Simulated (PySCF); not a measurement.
# InGe (quartet): changing the method

What do other methods print for InGe (quartet)?

Method: each script names its method and basis; program: PySCF 2.14.0.

3 further runs of the same task are left out: 2 for a known fault of the program, 1 that didn't finish.

### Step 1. The starting structure

InGe (quartet): 2 atoms, charge 0, spin multiplicity 4.

Bond lengths: In1–Ge2 2.422 Å.

### Step 2. The run that the others are compared with

Input file input.py:

```python
from pyscf import gto, scf

mol = gto.M(
    atom='In 0 0 0; Ge 0 0 2.422',
    basis='3-21g',
    charge=0,
    spin=3,
    verbose=4,
)
mf = scf.UHF(mol)
mf.kernel()
mf.nuc_grad_method().kernel()
mf.dip_moment()
print('orbital energies (hartree):', [e[max(0, n-3):n+3].round(4) for e, n in zip(mf.mo_energy, mol.nelec)])
```

Run with:

```console
> python input.py
```

### Step 3. Pbesol (UKS)

Run 1 changes functional: none (Hartree–Fock) → pbesol; SCF type: UHF → UKS; step after the SCF: gradient → analyze.

Input file input.py:

```python
from pyscf import gto, dft

mol = gto.M(
    atom='In 0 0 0; Ge 0 0 2.422',
    basis='3-21g',
    charge=0,
    spin=3,
    verbose=4,
)
mf = dft.UKS(mol, xc='pbesol')
mf.kernel()
mf.analyze()
print('orbital energies (hartree):', [e[max(0, n-3):n+3].round(4) for e, n in zip(mf.mo_energy, mol.nelec)])
```

### Step 4. Population analysis

Run 2 changes step after the SCF: gradient → analyze.

Changes to input.py since step 2:

```diff
@@ -11,4 +11,3 @@
 mf.kernel()
-mf.nuc_grad_method().kernel()
-mf.dip_moment()
+mf.analyze()
 print('orbital energies (hartree):', [e[max(0, n-3):n+3].round(4) for e, n in zip(mf.mo_energy, mol.nelec)])
```

### Step 5. Lda,vwn (UKS)

Run 3 changes functional: none (Hartree–Fock) → lda,vwn; SCF type: UHF → UKS; step after the SCF: gradient → analyze.

Input file input.py:

```python
from pyscf import gto, dft

mol = gto.M(
    atom='In 0 0 0; Ge 0 0 2.422',
    basis='3-21g',
    charge=0,
    spin=3,
    verbose=4,
)
mf = dft.UKS(mol, xc='lda,vwn')
mf.kernel()
mf.analyze()
print('orbital energies (hartree):', [e[max(0, n-3):n+3].round(4) for e, n in zip(mf.mo_energy, mol.nelec)])
```

### Step 6. Frequency run

Run 4 changes step after the SCF: gradient → frequency.

Changes to input.py since step 2:

```diff
@@ -1,2 +1,3 @@
 from pyscf import gto, scf
+from pyscf.hessian import thermo
 
@@ -11,3 +12,4 @@
 mf.kernel()
-mf.nuc_grad_method().kernel()
+hess = mf.Hessian().kernel()
+print('wavenumber (cm^-1) =', thermo.harmonic_analysis(mol, hess)['freq_wavenumber'].round(1))
 mf.dip_moment()
```

### Step 7. MP2

Run 5 changes step after the SCF: gradient → mp2; frozen orbitals: none → 27.

Changes to input.py since step 2:

```diff
@@ -1,2 +1,2 @@
-from pyscf import gto, scf
+from pyscf import gto, scf, mp
 
@@ -11,3 +11,3 @@
 mf.kernel()
-mf.nuc_grad_method().kernel()
+mp.MP2(mf, frozen=27).kernel()
 mf.dip_moment()
```

### Step 8. CASSCF (ROHF)

Run 6 changes step after the SCF: gradient → casscf; SCF type: UHF → ROHF; active space: none → 7 electrons in 8 orbitals.

Input file input.py:

```python
from pyscf import gto, scf, mcscf

mol = gto.M(
    atom='In 0 0 0; Ge 0 0 2.422',
    basis='3-21g',
    charge=0,
    spin=3,
    verbose=4,
)
mf = scf.ROHF(mol)
mf.kernel()
mc = mcscf.CASSCF(mf, 8, 7)
mc.kernel()
mc.analyze()
mf.dip_moment()
print('orbital energies (hartree):', mf.mo_energy[..., max(0, mol.nelec[1]-3):mol.nelec[0]+3].round(4))
```

Before running it: what results should come out? Wanted: for each run, E(SCF); from base; gap, α spin; SCF dipole; after the SCF.

The runs gave:

```
                run  E(SCF) (hartree)  from base (eV)  cycles  gap, α spin (eV)  SCF dipole (D)                           after the SCF
               base      -7780.047097               0      11              8.01            1.74                                     n/a
       pbesol (UKS)      -7779.231870  not comparable       8              2.39            1.07                                     n/a
population analysis      -7780.047097          0.0000      11              8.01            1.74                                     n/a
      lda,vwn (UKS)      -7775.622411  not comparable       8              2.35            0.92                                     n/a
      frequency run      -7780.047097          0.0000      11              8.01            1.74                   highest mode 298 cm⁻¹
                MP2      -7780.047097          0.0000      11              8.01            1.74  MP2 correlation -1.378 eV, core frozen
      CASSCF (ROHF)      -7780.044004         +0.0842      11               n/a            1.50            CASSCF correlation -1.254 eV
```

What this shows: A lower total energy from another functional means nothing by itself. The dearest run is “frequency run”, at 18 s against 2.9 s.
